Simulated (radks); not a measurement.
# The Coulomb parameter U of the 5d shell of W³⁺

One table from this session's results is given with a row withheld; the runs are named, their logs left out.

Program: radks (a radial shooting solver on a logarithmic mesh, Libxc functionals) version 1. Level of theory: scalar-relativistic Kohn-Sham, r2SCAN, spin-unpolarised, spherical densities, finite nucleus. These are calculated values, not measurements, unless marked.

**What is computed**

* element: tungsten (Z = 74)
* charge: +3
* electrons: 71
* configuration: [Xe] 4f14 5d2 6s1
* nuclear rms radius: 5.3658 fm

Outer shells as boxes (Hund's rule):

W³⁺
```
[Xe] core
4f [↑↓][↑↓][↑↓][↑↓][↑↓][↑↓][↑↓]
5d [↑ ][↑ ][  ][  ][  ]
6s [↑ ]
```

The first run:

The run's settings:

```text
Z 74
configuration [Xe] 4f14 5d2 6s1
relativity scalar-relativistic
functional r2scan,r2scan
spin unpolarised
nucleus finite rms 5.3658 fm
c 137.035999084
```

Steps of the session up to this table: Start: [Xe] 4f14 5d2 6s1.

One table of the session follows, with a row left open; its other results are not shown here.

It belongs to the step «Start: [Xe] 4f14 5d2 6s1». Sizes of the orbitals, from the radial functions (bohr):

| level | <r> | outermost maximum (interpolated) | 90 % within | nodes |
| --- | --- | --- | --- | --- |
| 4s | 0.4496 | 0.421 | 0.645 | 3 |
| 4p | ? | ? | ? | ? |
| 4d | 0.5114 | 0.452 | 0.766 | 1 |
| 5s | 1.063 | 0.962 | 1.52 | 4 |
| 5p | 1.226 | 1.09 | 1.78 | 3 |
| 4f | 0.6047 | 0.430 | 1.00 | 0 |
| 5d | 1.706 | 1.40 | 2.59 | 2 |
| 6s | 2.572 | 2.36 | 3.65 | 5 |

**Question.** Estimate the row for 4p.

As computed: <r>: 0.4778; outermost maximum (interpolated): 0.441; 90 % within: 0.694; nodes: 2. In the column «<r>» it lies between 4s (0.4496) and 4d (0.5114).
